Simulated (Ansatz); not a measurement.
# K: the cost of one run

Method: DFT PBEsol, scalar-relativistic, plane waves, PAW, in Ansatz 0.2.0.

## Step 1: The system as given

Symmetry: I4/mmm, No. 139, tetragonal system. The conventional cell has a = 4.713 Å, b = 4.713 Å, c = 7.170 Å, α = 90.00°, β = 90.00°, γ = 90.00°.

As a file:

```
K
1.0
    -2.35645    2.35645    3.58500
     2.35645   -2.35645    3.58500
     2.35645    2.35645   -3.58500
K
1
Cartesian
  0.0000 0.0000 0.0000
```

This is candidate A: indium (bct) type (I4/mmm, No. 139).

(A quick probe on a coarse mesh, which set the mesh and smearing, is not shown.)

## Step 3: Full relaxation (candidate A)

input.yaml reads:

```yaml
crystal:
  lattice:
    - [-2.3564515424, 2.3564515424, 3.5849972594]
    - [2.3564515424, -2.3564515424, 3.5849972594]
    - [2.3564515424, 2.3564515424, -3.5849972594]
  atoms:
    - { symbol: K, position: [0.0, 0.0, 0.0] }
basis:
  ecutwfc: 420
kpoints:
  mp_grid: { grid: [16, 16, 16] }
hamiltonian:
  xc: pbesol
scf:
  occupations: { method: gaussian, width: 0.1 }
output:
  forces: true
  stress: true
  eigenvalues: true
relax:
  adjacent_minimum: "off"
  f_tol: 0.01
  max_steps: 80
  cell: { stress_tol: 0.05 }
```

**Question.** How long does this run take on 1 thread of an x86-64 CPU, shared host, and how much memory does it need?

About 2.5 min, with a peak of 0.64 GiB.
